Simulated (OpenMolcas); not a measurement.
# W⁴⁺ among point charges: CASSCF and CASPT2 levels and susceptibility

Aim: the splitting of the states of W⁴⁺ in the field of 6 point charges, its lowest levels with spin-orbit coupling and its magnetic susceptibility.

Program: OpenMolcas 26.06. Level of theory: state-averaged CASSCF and CASPT2, spin-orbit coupling by RASSI with atomic mean-field integrals. These are calculated values, not measurements, unless marked.

## 1. What is computed

```
Species                           : W⁴⁺ (tungsten, Z = 74, 70 electrons)
Basis                             : ANO-RCC-VDZP [7s6p4d2f1g], 68 functions
Scalar Hamiltonian                : DKH2, point nucleus
Inactive shells                   : 1s 2s 2p 3s 3p 3d 4s 4p 4d 4f 5s 5p
Active space                      : 2 electrons in 5 orbitals (5d)
Some configurations of this space : 5d2
Orbitals                          : optimised for each spin and parity, averaged over all roots
```

The outer shells:

5d2
```
5d [↑ ][↑ ][  ][  ][  ]
```

The ion sits among 6 point charges of -1.7 e arranged as a tetragonal octahedron (D4h), 2.14 Å from the ion, with the axial distance 2.268 Å.

The work runs as a chain of OpenMolcas steps in one folder; each step below is one input file. Labels, J, g values, rates, χT and fits are worked out afterwards by a script from the matrices that RASSI stores. The input lists half of the charges; inversion (Group=XYZ) makes the rest.

## 2. One- and two-electron integrals

File a.inp:

```
&GATEWAY
Coord
1

W 0.0 0.0 0.0
Basis=ANO-RCC-VDZP
Group=XYZ
NoMove
AngMom=0.0 0.0 0.0
AMFI
XField
3 Angstrom 0
2.140000 0.000000 0.000000 -1.700000
0.000000 2.140000 0.000000 -1.700000
0.000000 0.000000 2.268400 -1.700000
&SEWARD
```

Run with:

```bash
$ OMP_NUM_THREADS=1 MOLCAS_MEM=1689 MOLCAS_PROJECT=a pymolcas a.inp > a.log
```

What it wrote:

```text
Basis set label: W.ANO-RCC...7S6P4D2F1G.

      Electronic valence basis set:
      ------------------
      Associated Effective Charge  74.000000 au
      Associated Actual Charge     74.000000 au
      Nuclear Model: Point charge

      Shell  nPrim  nBasis  Cartesian Spherical Contaminant
         s      24       7        X
         p      21       6        X
         d      15       4                 X
         f      11       2                 X
         g       4       1                 X
                  Relativistic Douglas-Kroll-Hess integrals:
                    - DKH order of Hamiltonian: 2
                    - DKH order of Properties : 0
                  Atomic mean-field integrals
```

## 3. Reference wave functions, triplets of even parity, 10 roots

File a.inp:

```
&RASSCF
FileOrb=start.orb
Symmetry=1
Spin=3
nActEl=2 0 0
Inactive=15 19
Ras2=5 0
CIRoot=10 10 1
SDav=10
CIMx=300
Iter=120 100
PrWF=0.3
OrbListing=Nothing
MaxOrb=0
>>> COPY $Project.JobIph JOB001
```

start.orb holds the contracted functions of the basis, ordered by shell, or the orbitals of the step before.

What it wrote, cut to the lines that bear on the results:

```text
[...]
      Number of active orbitals                  5
[...]
      Spin quantum number                      1.0
[...]
      Active orbitals                            5   0
[...]
      Number of CSFs                            10
      Number of root(s) required                10
[...]
      Convergence after 13 iterations
[...]
      Natural orbitals and occupation numbers for root  1
      sym 1:   0.044618   0.955382  -0.000000   0.955382   0.044618
      Natural orbitals and occupation numbers for root  2
      sym 1:   0.921762   0.078238   0.078238   0.921762   0.000000
      Natural orbitals and occupation numbers for root  3
      sym 1:   0.921762   0.921762   0.078238   0.078238  -0.000000
::    RASSCF root number  1 Total energy: -16134.23886709
::    RASSCF root number  2 Total energy: -16134.23289897
::    RASSCF root number  3 Total energy: -16134.23289897
[...]
::    RASSCF root number  7 Total energy: -16134.15472555
::    RASSCF root number  8 Total energy: -16134.15397800
::    RASSCF root number  9 Total energy: -16134.15397800
::    RASSCF root number 10 Total energy: -16134.13602916
```

## 4. Reference wave functions, singlets of even parity, 15 roots

File a.inp:

```
&RASSCF
FileOrb=start.orb
Symmetry=1
Spin=1
nActEl=2 0 0
Inactive=15 19
Ras2=5 0
CIRoot=15 15 1
SDav=15
CIMx=300
Iter=120 100
PrWF=0.3
OrbListing=Nothing
MaxOrb=0
>>> COPY $Project.JobIph JOB002
```

What it wrote, cut to the lines that bear on the results:

```text
[...]
      Number of active orbitals                  5
[...]
      Spin quantum number                      0.0
[...]
      Active orbitals                            5   0
[...]
      Number of CSFs                            15
      Number of root(s) required                15
[...]
      Convergence after  8 iterations
[...]
      Natural orbitals and occupation numbers for root  1
      sym 1:   0.087654   0.912346   0.087654   0.000000   0.912346
      Natural orbitals and occupation numbers for root  2
      sym 1:   0.022527   0.977473  -0.000000   0.022527   0.977473
      Natural orbitals and occupation numbers for root  3
      sym 1:   0.948194   0.948194   0.051806  -0.000000   0.051806
::    RASSCF root number  1 Total energy: -16134.18945131
::    RASSCF root number  2 Total energy: -16134.18741894
::    RASSCF root number  3 Total energy: -16134.18044846
[...]
::    RASSCF root number 12 Total energy: -16134.11182738
::    RASSCF root number 13 Total energy: -16134.09603762
::    RASSCF root number 14 Total energy: -16134.09184722
::    RASSCF root number 15 Total energy: -16134.00595276
```

## 5. RASSI: spin-orbit coupling between the states

File a.inp:

```
&RASSI
NrOfJobIphs=2 10 15
1 2 3 4 5 6 7 8 9 10
1 2 3 4 5 6 7 8 9 10 11 12 13 14 15
IphNames
JOB001
JOB002
EJob
SpinOrbit
DIPRint=1.0
SOCoupling=1000.0
Subsets=2
Property=9
'ANGMOM' 1 'ANGMOM' 2 'ANGMOM' 3 'MLTPL  1' 1 'MLTPL  1' 2 'MLTPL  1' 3
'AMFI' 1 'AMFI' 2 'AMFI' 3
SOProperty=3
'ANGMOM' 1 'ANGMOM' 2 'ANGMOM' 3
```

Run with:

```bash
$ OMP_NUM_THREADS=1 MOLCAS_MEM=1689 MOLCAS_PROJECT=a pymolcas a.inp > a.log
```

What it wrote, cut to the lines that bear on the results:

```text
SPIN-FREE ENERGIES:
  (Shifted by EMIN (a.u.) =     -16134.2388670871)
 SF State       Relative EMIN(au)   Rel lowest level(eV)    D:o, cm**(-1)      L_eff
     1             0.0000000000        0.0000000000              0.0000         2.9
     2             0.0059681147        0.1624006730           1309.8498         3.0
     3             0.0059681147        0.1624006730           1309.8498         3.0
     4             0.0381556973        1.0382694154           8374.2076         3.0
     5             0.0419082137        1.1403805889           9197.7897         2.9
     6             0.0419082137        1.1403805889           9197.7897         2.9
    11             0.0494157799        1.3446718746          10845.5101         2.7
    12             0.0514481481        1.3999754296          11291.5633         3.0
    13             0.0584186247        1.5896517607          12821.4061         2.8
    14             0.0584186247        1.5896517607          12821.4061         2.8
[...]
Eigenvalues of complex Hamiltonian:
   -----------------------------------
  (Shifted by EMIN (a.u.) =     -16134.2388670871)
 SO State       Relative EMIN(au)   Rel lowest level(eV)    D:o, cm**(-1)     J-value
     1            -0.0255219523        0.0000000000              0.0000         2.1
     2            -0.0219768023        0.0964684477            778.0705         1.3
     3            -0.0204210128        0.1388036350           1119.5268         2.0
     4            -0.0204210128        0.1388036352           1119.5268         2.0
     5            -0.0165031678        0.2454136303           1979.3944         1.5
     6             0.0071888850        0.8901072293           7179.1990         2.6
     7             0.0071888850        0.8901072292           7179.1990         2.6
     8             0.0085592645        0.9273971554           7479.9625         2.7
     9             0.0203496696        1.2482304222          10067.6573         2.9
    10             0.0227939185        1.3147418220          10604.1079         2.4
    11             0.0269401984        1.4275678480          11514.1112         2.3
[...]
```

These steps: 4.9 s of run time, 1 thread of Arm Neoverse V2, shared host.

Spin-free states, with their symmetry labels:

| state | degeneracy | E (cm-1) | free-ion L (%) |
| --- | --- | --- | --- |
| 3A2 | 1 | 0 | F (94) |
| 3E | 2 | 1310 | F (97) |
| 3B2 | 1 | 8374 | F (100) |
| 3E | 2 | 9198 | F (97) |
| 1B2 | 1 | 10846 | D (72) |
| 1B1 | 1 | 11292 | D (58) |
| 1E | 2 | 12821 | D (68) |
| 1A1 | 1 | 13507 | D (53) |
| 3B1 | 1 | 18467 | F (100) |
| 3E | 2 | 18631 | P (94) |
| 1B2 | 1 | 21245 | G (72) |
| 1E | 2 | 21776 | G (83) |
| 3A2 | 1 | 22570 | P (94) |
| 1A1 | 1 | 22585 | G (82) |
| 1E | 2 | 24564 | G (85) |
| 1A2 | 1 | 27882 | G (100) |
| 1B1 | 1 | 31347 | G (58) |
| 1A1 | 1 | 32267 | G (56) |
| 1A1 | 1 | 51119 | S (82) |

With spin-orbit coupling:

```
E (cm-1)  Degeneracy  Label  2S+1               g
     0.0           1     A1     3                
   778.1           1     B1     3                
    1120           2      E     3  0.00 0.00 2.09
    1979           1     B2     3                
    7179           2      E     3  0.00 0.00 0.62
    7480           1     A2     3                
   10068           1     A1     3                
   10604           1     B2     3                
   11514           2      E     3  0.00 0.00 2.46
   12855           1     B1     3                
   15434           1     B1     1                
   15914           2      E     3  0.00 0.00 0.68
   16394           1     A2     3                
   16679           1     A1     3                
   17321           1     B1     3                
   17792           1     A1     1                
   18313           1     B2     1                
   18653           2      E     1  0.00 0.00 0.48
   20999           1     A1     3                
   22828           2      E     3  0.00 0.00 2.76
   22932           1     B2     3                
   23043           1     A2     3                
   24851           2      E     3  0.00 0.00 0.40
   26764           1     B2     3
```

Principal g values are given for doublets only; a zero marks a field direction without first-order Zeeman splitting.

Powder χT (cm³ K/mol): 0.00 at 2 K, 0.00 at 5 K, 0.00 at 10 K, 0.00 at 20 K, 0.01 at 50 K, 0.02 at 100 K, 0.03 at 150 K, 0.03 at 200 K, 0.04 at 250 K, 0.05 at 300 K.

Orbitals of the lowest block (energies include the constant potential of the surroundings):

| shell | space | energy (hartree) | mean occupation | ⟨r²⟩ (bohr²) |
| --- | --- | --- | --- | --- |
| 1s | inactive | -2562.7292 | 2.000 | 0.000431 |
| 2s | inactive | -447.0783 | 2.000 | 0.00704 |
| 2p | inactive | -392.4176 | 6.000 | 0.00582 |
| 3s | inactive | -104.5844 | 2.000 | 0.0460 |
| 3p | inactive | -87.9958 | 6.000 | 0.0466 |
| 3d | inactive | -68.1210 | 10.000 | 0.0390 |
| 4s | inactive | -22.0796 | 2.000 | 0.229 |
| 4p | inactive | -16.5098 | 6.000 | 0.259 |
| 4d | inactive | -9.1591 | 10.000 | 0.304 |
| 4f | inactive | -0.9781 | 14.000 | 0.443 |
| 5s | inactive | -2.5575 | 2.000 | 1.30 |
| 5p | inactive | -1.0292 | 6.000 | 1.71 |
| 5d | RAS2 |  | 2.000 | 3.36 |

## 6. CASPT2: IPEA 0.25, imaginary shift 0.1 (closed shells correlated: 4f 5s 5p)

File a.inp:

```
>>> COPY JOB001 $Project.JobIph
&CASPT2
Multistate=10 1 2 3 4 5 6 7 8 9 10
NoMult
Frozen=14 9
IPEA=0.25
Imaginary=0.1
MaxIter=60
WThr=0.0 0.3 0.05
PrWF=0.5
NoMix
>>> COPY JOB002 $Project.JobIph
&CASPT2
Multistate=15 1 2 3 4 5 6 7 8 9 10 11 12 13 14 15
NoMult
Frozen=14 9
IPEA=0.25
Imaginary=0.1
MaxIter=60
WThr=0.0 0.3 0.05
PrWF=0.5
NoMix
```

What it wrote:

```text
Orbital specifications:
      -----------------------

      Symmetry species                           1   2
                                                ag  au
      Frozen orbitals                           14   9
      Inactive orbitals                          1  10
      Active orbitals                            5   0
      Secondary orbitals                        16  13
      Deleted orbitals                           0   0
      Number of basis functions                 36  32
Type of calculation                        SS-CASPT2
      Fock operator                              state-specific
      IPEA shift                                 0.25
      Real shift                                 0.00
      Imaginary shift                            0.10
      The input orbitals will be transformed to quasi-canonical
Reference energy:      -16134.2388670871
      E2 (Non-variational):      -0.7503440761
      Shift correction:          -0.0001062408
      E2 (Variational):          -0.7504503169
      Total energy:          -16134.9893174040
      Residual norm:              0.0000003804
      Reference weight:           0.92773
      Contributions to the CASPT2 correlation energy
      Active & Virtual Only:         -0.0024386803
      One Inactive Excited:          -0.0802800704
      Two Inactive Excited:          -0.6676253254
Reference energy:      -16134.2328989724
      E2 (Non-variational):      -0.7505940617
      Shift correction:          -0.0001070907
      E2 (Variational):          -0.7507011523
      Total energy:          -16134.9836001247
      Residual norm:              0.0000005176
      Reference weight:           0.92760
      Contributions to the CASPT2 correlation energy
      Active & Virtual Only:         -0.0024373455
      One Inactive Excited:          -0.0806015739
      Two Inactive Excited:          -0.6675551423
::    CASPT2 Root  1     Total energy: -16134.98931740
::    CASPT2 Root  2     Total energy: -16134.98360012
::    CASPT2 Root  3     Total energy: -16134.98360012
::    CASPT2 Root  4     Total energy: -16134.95028413
::    CASPT2 Root  5     Total energy: -16134.94826428
::    CASPT2 Root  6     Total energy: -16134.94826428
::    CASPT2 Root  7     Total energy: -16134.90429830
::    CASPT2 Root  8     Total energy: -16134.91015783
::    CASPT2 Root  9     Total energy: -16134.91015783
::    CASPT2 Root 10     Total energy: -16134.89193955
Orbital specifications:
      -----------------------

      Symmetry species                           1   2
                                                ag  au
      Frozen orbitals                           14   9
      Inactive orbitals                          1  10
      Active orbitals                            5   0
      Secondary orbitals                        16  13
      Deleted orbitals                           0   0
      Number of basis functions                 36  32
Type of calculation                        SS-CASPT2
      Fock operator                              state-specific
      IPEA shift                                 0.25
      Real shift                                 0.00
      Imaginary shift                            0.10
      The input orbitals will be transformed to quasi-canonical
Reference energy:      -16134.1894513071
      E2 (Non-variational):      -0.7564349349
      Shift correction:          -0.0001753009
      E2 (Variational):          -0.7566102358
      Total energy:          -16134.9460615429
      Residual norm:              0.0000001127
      Reference weight:           0.92358
      Contributions to the CASPT2 correlation energy
      Active & Virtual Only:         -0.0069194776
      One Inactive Excited:          -0.0789761203
      Two Inactive Excited:          -0.6705393370
Reference energy:      -16134.1874189390
      E2 (Non-variational):      -0.7553355599
      Shift correction:          -0.0001367579
      E2 (Variational):          -0.7554723179
      Total energy:          -16134.9428912568
      Residual norm:              0.0000000374
      Reference weight:           0.92516
      Contributions to the CASPT2 correlation energy
      Active & Virtual Only:         -0.0060316410
      One Inactive Excited:          -0.0792299451
      Two Inactive Excited:          -0.6700739737
::    CASPT2 Root  1     Total energy: -16134.94606154
::    CASPT2 Root  2     Total energy: -16134.94289126
::    CASPT2 Root  3     Total energy: -16134.93784230
::    CASPT2 Root  4     Total energy: -16134.93784232
::    CASPT2 Root  5     Total energy: -16134.93404482
::    CASPT2 Root  6     Total energy: -16134.89754903
::    CASPT2 Root  7     Total energy: -16134.89501873
::    CASPT2 Root  8     Total energy: -16134.89501872
::    CASPT2 Root  9     Total energy: -16134.89435526
::    CASPT2 Root 10     Total energy: -16134.88210807
::    CASPT2 Root 11     Total energy: -16134.88210808
::    CASPT2 Root 12     Total energy: -16134.86592953
::    CASPT2 Root 13     Total energy: -16134.85156884
::    CASPT2 Root 14     Total energy: -16134.84892707
::    CASPT2 Root 15     Total energy: -16134.77312882
```

This run: 3.1 s of run time, 1 thread of Arm Neoverse V2, shared host.

SS-CASPT2: lowest energy less the reference's lowest, -0.7505 hartree; reference weights 0.920 to 0.928.

States without spin-orbit coupling:

| state | degeneracy | E (cm-1) | free-ion L (%) |
| --- | --- | --- | --- |
| 3A2 | 1 | 0 | F (94) |
| 3E | 2 | 1255 | F (97) |
| 3B2 | 1 | 8567 | F (100) |
| 3E | 2 | 9010 | F (97) |
| 1B2 | 1 | 9494 | D (72) |
| 1B1 | 1 | 10189 | D (58) |
| 1E | 2 | 11297 | D (68) |
| 1A1 | 1 | 12131 | D (53) |
| 3E | 2 | 17374 | P (94) |
| 3B1 | 1 | 18660 | F (100) |
| 1B2 | 1 | 20141 | G (72) |
| 1E | 2 | 20696 | G (83) |
| 1A1 | 1 | 20842 | G (82) |
| 3A2 | 1 | 21372 | P (94) |
| 1E | 2 | 23530 | G (85) |
| 1A2 | 1 | 27081 | G (100) |
| 1B1 | 1 | 30232 | G (58) |
| 1A1 | 1 | 30812 | G (56) |
| 1A1 | 1 | 47448 | S (82) |

With spin-orbit coupling:

```csv
E (cm-1),Degeneracy,Label,2S+1,g
0,1,A1,3,
760,1,B1,3,
1110,2,E,3,0.00 0.00 2.10
1890,1,B2,3,
7270,2,E,3,0.00 0.00 0.63
7520,1,A2,3,
9980,1,A1,3,
10300,1,B2,3,
11380,2,E,3,0.00 0.00 2.39
12900,1,B1,3,
14730,1,B1,1,
15940,2,E,3,0.00 0.00 0.60
16220,1,A1,3,
16280,1,A2,3,
16880,1,A1,3,
17200,1,B1,3,
17500,1,B2,3,
17650,2,E,1,0.00 0.00 0.39
19920,1,A1,3,
21950,1,A2,3,
22190,2,E,3,0.00 0.00 1.36
22330,1,B2,1,
24090,2,E,3,0.00 0.00 0.59
25840,1,B1,3,
```

Powder χT (cm³ K/mol): 0.00 at 2 K, 0.00 at 5 K, 0.00 at 10 K, 0.00 at 20 K, 0.01 at 50 K, 0.02 at 100 K, 0.03 at 150 K, 0.04 at 200 K, 0.04 at 250 K, 0.05 at 300 K.

## 7. The methods side by side

A. CASSCF
B. SS-CASPT2, IPEA 0.25, imaginary shift 0.1 (closed shells correlated: 4f 5s 5p)

| method | ground state | first state of that spin (cm-1) | first gap with spin-orbit (cm-1) | χT at 300 K |
| --- | --- | --- | --- | --- |
| A | 3A2 | 3E 1310 | 778.1 | 0.05 |
| B | 3A2 | 3E 1255 | 763.8 | 0.05 |

## 8. Summary of results

| quantity | value |
| --- | --- |
| method | SS-CASPT2, IPEA 0.25, imaginary shift 0.1 (closed shells correlated: 4f 5s 5p) |
| spin-free ground state | 3A2, 1-fold in its orbital part |
| first state of the same spin within the active space | 3E at 1250 cm⁻¹ |
| lowest level | 1-fold A1 |
| next level | 763.8 cm⁻¹ |
| χT at 300 K | 0.05 cm³ K/mol |
| effective moment at 300 K | 0.66 μB |

Cost by method:

| method | time of its own steps | time with the reference |
| --- | --- | --- |
| A. CASSCF | 4.9 s | 4.9 s |
| B. SS-CASPT2, IPEA 0.25, imaginary shift 0.1, +4f 5s 5p | 3.1 s | 8 s |

Times are of one thread on a shared host.

**Reading.** The spin-free ground state (3A2) comes to 94 % from free-ion F terms and keeps the highest spin of the shell. χT at 300 K is 0.05, against 1.00 cm³ K/mol for the spin alone, so spin-orbit coupling lowers it. The field of point charges can differ much from that of real complexes. Point charges carry no covalency, so the field is a model and not that of real ligands.
